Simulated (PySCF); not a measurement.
# Changing the system itself: GeCl

Aim: change spin, charge, geometry, field or solvent of GeCl, one at a time, and compare with the base run.

Computed with PySCF 2.14.0. Level: method and basis as typed in the scripts.

4 further runs of the same task are left out: 4 that didn't finish.

**1. The system as given**

GeCl: 2 atoms, charge 0, spin multiplicity 2.

Bond lengths: Ge1–Cl2 2.130 Å.

**2. The run that the others are compared with**

Input file input.py:

```python
from pyscf import gto, dft

mol = gto.M(
    atom='Ge 0 0 0; Cl 0 0 2.13',
    basis='lanl2dz',
    ecp={'Ge': 'lanl2dz', 'Cl': 'lanl2dz'},
    charge=0,
    spin=1,
    verbose=4,
)
mf = dft.UKS(mol, xc='pbe')
mf.kernel()
mf.mulliken_pop()
mf.dip_moment()
print('orbital energies (hartree):', [e[max(0, n-3):n+3].round(4) for e, n in zip(mf.mo_energy, mol.nelec)])
```

The run is started by

```bash
$ python input.py
```

The log of this run is left out.

Base result: E(SCF) = -18.698050 Eh, 9 cycles, ⟨S²⟩ = 0.751, μ = 1.71 D.

The bond length is a typed value, not an optimised one.

**3. Charge +2**

Run 1 changes charge: 0 → 2.

Input file input.py:

```python
from pyscf import gto, dft

mol = gto.M(
    atom='Ge 0 0 0; Cl 0 0 2.13',
    basis='lanl2dz',
    ecp={'Ge': 'lanl2dz', 'Cl': 'lanl2dz'},
    charge=2,
    spin=1,
    verbose=4,
)
mf = dft.UKS(mol, xc='pbe')
mf.kernel()
mf.mulliken_pop()
mf.dip_moment()
print('orbital energies (hartree):', [e[max(0, n-3):n+3].round(4) for e, n in zip(mf.mo_energy, mol.nelec)])
```

The run is started by

```bash
$ python input.py
```

**4. Bond 3.195 Å**

Run 2 changes bond length: 2.13 Å → 3.195 Å.

input.py: that of step 2 with these lines changed.

```diff
@@ -3,3 +3,3 @@
 mol = gto.M(
-    atom='Ge 0 0 0; Cl 0 0 2.13',
+    atom='Ge 0 0 0; Cl 0 0 3.195',
     basis='lanl2dz',
```

**5. PCM, ε = 20.5**

Run 3 changes solvent: none (gas phase) → PCM, ε = 20.5.

input.py: that of step 2 with these lines changed.

```diff
@@ -1,2 +1,2 @@
-from pyscf import gto, dft
+from pyscf import gto, dft, solvent
 
@@ -11,2 +11,4 @@
 mf = dft.UKS(mol, xc='pbe')
+mf = solvent.PCM(mf)
+mf.with_solvent.eps = 20.5
 mf.kernel()
```

**6. Electric field 0.01 a.u.**

Run 4 changes electric field: none → 0.01 a.u.

input.py: that of step 2 with these lines changed.

```diff
@@ -11,2 +11,7 @@
 mf = dft.UKS(mol, xc='pbe')
+field = 0.01  # electric field along z, atomic units
+h = mf.get_hcore() + field*mol.intor('int1e_r')[2]
+mf.get_hcore = lambda *args: h
+e_nuc = mol.energy_nuc() - field*mol.atom_charges() @ mol.atom_coords()[:, 2]
+mf.energy_nuc = lambda *args: e_nuc
 mf.kernel()
```

**7. Sextet**

Run 5 changes spin (2S): 1 → 5.

input.py: that of step 2 with these lines changed.

```diff
@@ -7,3 +7,3 @@
     charge=0,
-    spin=1,
+    spin=5,
     verbose=4,
```

**8. Charge -1 (triplet)**

Run 6 changes charge: 0 → -1; spin (2S): 1 → 2.

input.py: that of step 2 with these lines changed.

```diff
@@ -6,4 +6,4 @@
     ecp={'Ge': 'lanl2dz', 'Cl': 'lanl2dz'},
-    charge=0,
-    spin=1,
+    charge=-1,
+    spin=2,
     verbose=4,
```

**Question.** What will these runs give? Wanted: for each run, E(SCF); from base; gap, α spin; SCF dipole.

As calculated:

```
                     run  E(SCF) (hartree)  from base (eV)  cycles  gap, α spin (eV)  SCF dipole (D)
                    base        -18.698050               0       9              0.09            1.71
               charge +2        -17.719146        +26.6373      12              4.33             n/a
            bond 3.195 Å        -18.649368         +1.3247      15              0.07            5.43
           PCM, ε = 20.5        -18.701527         -0.0946       8              0.23            2.23
electric field 0.01 a.u.        -18.693715         +0.1180      10              0.08            0.48
                  sextet        -18.302988        +10.7502       9              8.29            4.30
     charge -1 (triplet)        -18.730477         -0.8824       8              2.83             n/a
```

In words: Of the runs whose energies can be compared, “sextet” moves the SCF energy most (+10.750 eV). A continuum solvent with ε = 20.5 lowers the energy by 0.095 eV. The sextet solution found lies 10.75 eV above the base doublet at this geometry and level. At the SCF level, adding an electron (to the triplet) releases 0.88 eV at fixed geometry.
